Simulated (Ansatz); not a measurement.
# HfSbH5: the cost of one run

Computed with Ansatz 0.2.0 (DFT PBE, scalar-relativistic, plane waves, PAW, unless a step's input says otherwise).

## (1) The structure to begin with

The structure is trigonal, space group R-3m (No. 166). The conventional cell has a = 5.194 Å, b = 5.194 Å, c = 12.873 Å, α = 90.00°, β = 90.00°, γ = 120.00°. Hf (site symmetry -3m) has 8 H at 2.45 to 2.62 Å in its first shell of neighbours. Sb (site symmetry -3m) has 6 H at 2.60 Å in its first shell of neighbours. Around H (site symmetry 3m) lie 3 H at 1.53 Å. Around H (site symmetry 2/m) lie 2 H at 1.53 Å.

Coordinates:

```
CELL_PARAMETERS angstrom
2.59690 1.49932 4.29102
-2.59690 1.49932 4.29102
0.00000 -2.99864 4.29102
ATOMIC_POSITIONS crystal
Hf 0.00000 0.00000 0.00000
Sb 0.50000 0.50000 0.50000
H 0.80986 0.80986 0.80986
H 0.19014 0.19014 0.19014
H 0.00000 0.00000 0.50000
H 0.50000 0.00000 0.00000
H 0.00000 0.50000 0.00000
```

The cell is invented: random cell by space group and Wyckoff sites (R-3m, No. 166). Lengths come from tabulated atomic sizes and are only a guess.

## (2) Probe: one point on a coarse mesh

input.yaml

```yaml
crystal:
  lattice:
    - [2.59689692, 1.49931914, 4.29102436]
    - [-2.59689692, 1.49931914, 4.29102436]
    - [0.0, -2.99863828, 4.29102436]
  atoms:
    - { symbol: Hf, position: [0.0, 0.0, 0.0] }
    - { symbol: Sb, position: [0.5, 0.5, 0.5] }
    - { symbol: H, position: [0.80985961, 0.80985961, 0.80985961] }
    - { symbol: H, position: [0.19014039, 0.19014039, 0.19014039] }
    - { symbol: H, position: [0.0, 0.0, 0.5] }
    - { symbol: H, position: [0.5, 0.0, 0.0] }
    - { symbol: H, position: [0.0, 0.5, 0.0] }
basis:
  ecutwfc: 420
kpoints:
  mp_grid: { grid: [6, 6, 6] }
hamiltonian:
  xc: pbe
scf:
  occupations: { method: gaussian, width: 0.1 }
  lower_state_search: "off"
output:
  forces: true
  stress: true
  eigenvalues: true
```

The run is started by

```bash
$ ansatz run input.yaml --threads 1 --pin off --max-ram 2560MiB --backend cpu --events-out ev --progress --plain --runs-dir out
```

What time and memory should one allow on 1 thread of Intel Xeon Platinum 8488C (Sapphire Rapids), shared host?

About 2.8 s, with a peak of 0.47 GiB.
